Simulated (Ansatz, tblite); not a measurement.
# Mo(NH)2(NH2)2 (MoN4H6): which spin state is lowest

Is the singlet the ground state of Mo(NH)2(NH2)2 (MoN4H6)? Other spin states are computed and compared level by level.

Program: Ansatz 0.2.0, Gaussian basis. Level of theory: as each input shows. These are calculated values, not measurements.

Plan: triplet, at the geometry of the singlet (GFN1-xTB, GFN2-xTB, PBE0-D4/def2-TZVP, PBE-D4/def2-TZVP, r2SCAN-D4/def2-TZVP); the singlet's energies come from earlier runs.

1 further run of the same task is left out (set aside as unsound or not needed). Runs told in other sessions of the task aren't counted.

## Step 1: The structure

The geometry is that of the singlet, from an earlier relaxation (r2SCAN-D4/def2-SVP).

11 atoms, charge 0, spin multiplicity 1.

Bond lengths: Mo1–N2 1.745 Å, Mo1–N4 1.745 Å, Mo1–N6 1.951 Å, Mo1–N9 1.951 Å, N2–H3 1.019 Å, N4–H5 1.019 Å, N6–H7 1.016 Å, N6–H8 1.016 Å, N9–H10 1.016 Å, N9–H11 1.016 Å. Angles: N2–Mo1–N4 116.4°, N2–Mo1–N6 107.0°, N2–Mo1–N9 107.0°, N4–Mo1–N6 107.0°, N4–Mo1–N9 107.0°, N6–Mo1–N9 112.7°, Mo1–N2–H3 156.4°, Mo1–N4–H5 156.5°, Mo1–N6–H7 124.2°, Mo1–N6–H8 124.3°, H7–N6–H8 111.1°, Mo1–N9–H10 124.2°, Mo1–N9–H11 124.3°, H10–N9–H11 111.1°.

Formally the metal is d0. Mo takes a core potential in the def2 sets. No spin-orbit coupling is included.

## Step 2: Triplet at the fixed geometry, GFN1-xTB

Tight binding, by tblite at 300 K electronic temperature and without a spin-polarisation term:

```python
tblite.interface.Calculator('GFN1-xTB', numbers, positions, charge=0, uhf=2).singlepoint()
```

Energy -489.9918 eV; 0.005 s.

## Step 3: Triplet at the fixed geometry, GFN2-xTB

Tight binding, by tblite at 300 K electronic temperature and without a spin-polarisation term:

```python
tblite.interface.Calculator('GFN2-xTB', numbers, positions, charge=0, uhf=2).singlepoint()
```

Energy -453.8361 eV; 0.004 s.

## Step 4: Triplet at the fixed geometry, PBE0-D4/def2-TZVP

in.yaml reads:

```yaml
crystal:
  periodic: [false, false, false]
  atoms:
    - {symbol: Mo, position_ang: [0.163169, -0.000895, 0.114951]}
    - {symbol: N, position_ang: [0.061845, 0.016204, 1.856905]}
    - {symbol: H, position_ang: [0.414961, 0.020559, 2.813000]}
    - {symbol: N, position_ang: [1.769022, -0.023797, -0.567374]}
    - {symbol: H, position_ang: [2.788154, -0.032838, -0.557965]}
    - {symbol: N, position_ang: [-0.702927, 1.627280, -0.522935]}
    - {symbol: H, position_ang: [-0.431729, 2.125513, -1.366254]}
    - {symbol: H, position_ang: [-1.399099, 2.148682, 0.002896]}
    - {symbol: N, position_ang: [-0.738405, -1.621651, -0.491977]}
    - {symbol: H, position_ang: [-1.443899, -2.117934, 0.045572]}
    - {symbol: H, position_ang: [-0.481092, -2.141123, -1.326809]}
basis:
  gaussian: {orbitals: def2-TZVP}
magnetization: {spin_polarized: true, initial_magnetization: 2}
hamiltonian: {xc: pbe0, dispersion: d4}
scf: {omitted_lower_state_checks: [starts]}
output: {orbitals: {seedname: orbitals}}
```

On the command line:

```
> ansatz run in.yaml --threads 4 --pin off --events-out ev --progress --plain --max-ram 3916MiB
```

Output:

```text
Functional definition: PBE0
  name "PBE0"
  cite "Adamo & Barone, J. Chem. Phys. 110, 6158 (1999) doi:10.1063/1.478522"
  cite "Perdew, Burke & Ernzerhof, Phys. Rev. Lett. 77, 3865 (1996) doi:10.1103/PhysRevLett.77.3865"
  parent pbe
  parameter a = 0.25
  parameter kappa = 0.804
  parameter beta = 0.06672455060314922
  exchange = (1 - a)*pbe_x(kappa = kappa, mu = beta*pi^2/3) + a*exact_x
  correlation = pbe_c(beta = beta)
these checks for a lower state are left out or cut short: starts
1262 factors; their error is unknown
mean field evaluation 1: about -7888.3551 eV, gradient 7.2e1 eV
mean field evaluation 2: about -7820.5274 eV, gradient 1.4e2 eV
mean field evaluation 4: about -7906.5153 eV, gradient 1.6e1 eV
mean field evaluation 8: about -7907.5103 eV, gradient 6.5e-1 eV
mean field evaluation 16: about -7907.5919 eV, gradient 4.5e-2 eV
mean field evaluation 32: about -7907.5919 eV, gradient 9.2e-5 eV
mean field -7907.59192760 eV, -290.5986433810 hartree, gradient 1.1e-5 eV, S^2 2.018656; 0 other end points of the search recorded, 0 dependent functions left out
reference -7907.59198805 eV, -290.5986456026 hartree; 25, 23 occupied and 175, 177 virtual orbitals, 1262 factors
Total energy: -7907.83258822 eV, -290.6074874958 hartree
Checks for a lower state left out: starts
```

Run time: 15 s. Hardware: 4 threads of Arm Neoverse V2, shared host; peak memory 0.85 GiB.

From the report: HOMO -3.11 eV, LUMO -4.39 eV (over both spins; with the spin held, an empty level of the minority spin lies below the top filled one); ⟨S²⟩ 2.019 (pure: 2.00).

## Step 5: Triplet at the fixed geometry, PBE-D4/def2-TZVP

start.molden holds the orbitals of an earlier run on this state, given as this run's starting guess.

in.yaml, as its differences from that of step 4:

```diff
@@ -15,5 +15,5 @@
 basis:
-  gaussian: {orbitals: def2-TZVP}
+  gaussian: {orbitals: def2-TZVP, initial_orbitals: start.molden}
 magnetization: {spin_polarized: true, initial_magnetization: 2}
-hamiltonian: {xc: pbe0, dispersion: d4}
+hamiltonian: {xc: pbe, dispersion: d4}
 scf: {omitted_lower_state_checks: [starts]}
```

Launched as before.

Output:

```text
Functional definition: PBE
  name "PBE"
  cite "Perdew, Burke & Ernzerhof, Phys. Rev. Lett. 77, 3865 (1996) doi:10.1103/PhysRevLett.77.3865"
  parent pbe
  parameter kappa = 0.804
  parameter beta = 0.06672455060314922
  exchange = pbe_x(kappa = kappa, mu = beta*pi^2/3)
  correlation = pbe_c(beta = beta)
these checks for a lower state are left out or cut short: starts
1192 factors; their error is unknown
mean field evaluation 1: about -7909.1850 eV, gradient 6.9e0 eV
mean field evaluation 2: about -7909.3805 eV, gradient 3.2e-1 eV
mean field evaluation 4: about -7909.3579 eV, gradient 2.5e-2 eV
mean field evaluation 8: about -7909.3579 eV, gradient 2.6e-5 eV
mean field -7909.35794690 eV, -290.6635433934 hartree, gradient 8.9e-6 eV, S^2 2.005930; 0 other end points of the search recorded, 0 dependent functions left out
reference -7909.35803006 eV, -290.6635464492 hartree; 25, 23 occupied and 175, 177 virtual orbitals, 1192 factors
Total energy: -7909.64107761 eV, -290.6739482548 hartree
Checks for a lower state left out: starts
```

It took 5.5 s on 4 threads of Arm Neoverse V2, shared host.

Report: HOMO -1.57 eV, LUMO -5.07 eV (over both spins; with the spin held, an empty level of the minority spin lies below the top filled one); ⟨S²⟩ 2.006 (pure: 2.00).

## Step 6: Triplet at the fixed geometry, r2SCAN-D4/def2-TZVP

in.yaml, as its differences from that of step 5:

```diff
@@ -17,3 +17,3 @@
 magnetization: {spin_polarized: true, initial_magnetization: 2}
-hamiltonian: {xc: pbe, dispersion: d4}
+hamiltonian: {xc: r2scan, dispersion: d4}
 scf: {omitted_lower_state_checks: [starts]}
```

The command is unchanged.

Output:

```text
Functional definition: r2SCAN
  name "r2SCAN"
  cite "Furness, Kaplan, Ning, Perdew & Sun, J. Phys. Chem. Lett. 11, 8208 (2020) doi:10.1021/acs.jpclett.0c02405"
  cite "Furness, Kaplan, Ning, Perdew & Sun, J. Phys. Chem. Lett. 11, 9248 (2020) doi:10.1021/acs.jpclett.0c03077"
  parent r2scan
  parameter k0 = 0.174
  parameter k1 = 0.065
  parameter a1 = 4.9479
  exchange = r2scan_x(k0 = k0, k1 = k1, a1 = a1)
  correlation = r2scan_c
these checks for a lower state are left out or cut short: starts
1192 factors; their error is unknown
mean field evaluation 1: about -7913.0670 eV, gradient 4.0e0 eV
mean field evaluation 2: about -7913.1357 eV, gradient 1.0e-1 eV
mean field evaluation 4: about -7913.1157 eV, gradient 3.0e-3 eV
mean field evaluation 8: about -7913.1157 eV, gradient 8.6e-5 eV
mean field -7913.11573533 eV, -290.8016395709 hartree, gradient 7.9e-6 eV, S^2 2.013947; 0 other end points of the search recorded, 0 dependent functions left out
reference -7913.11577209 eV, -290.8016409218 hartree; 25, 23 occupied and 175, 177 virtual orbitals, 1192 factors
Total energy: -7913.18557570 eV, -290.8042061573 hartree
Checks for a lower state left out: starts
```

Run time: 9 s. Hardware: 4 threads of Arm Neoverse V2, shared host.

Report: HOMO -1.85 eV, LUMO -4.99 eV (over both spins; with the spin held, an empty level of the minority spin lies below the top filled one); ⟨S²⟩ 2.014 (pure: 2.00).

## Step 7: Triplet less singlet, vertical

The singlet's energies are those of its earlier runs, whose logs aren't repeated here.

| level | triplet less singlet, vertical (kcal/mol) | time |
| --- | --- | --- |
| GFN1-xTB | +87.3 | 0.01 s |
| GFN2-xTB | +88.7 | 0.007 s |
| PBE-D4/def2-TZVP | +84.1 | 7.3 s |
| r2SCAN-D4/def2-TZVP | +84.1 | 12 s |
| PBE0-D4/def2-TZVP | +82.9 | 17 s |

Times add the two runs; a level without a time comes out of a correlated run. Tight binding without a spin term can't rank spin states.

## Step 8: What came out

| quantity | value |
| --- | --- |
| triplet less singlet, vertical, functionals in def2-TZVP | +82.9 (PBE0-D4) to +84.1 kcal/mol (r2SCAN-D4) |

**Reading.** All functionals put the triplet above the singlet, over a spread of 1.2 kcal/mol. The checks for a lower triplet were left out, so another state of that spin may lie lower. The singlet here is a closed shell; an open-shell singlet can lie lower. These are electronic energies, without zero-point motion, entropy or surroundings.
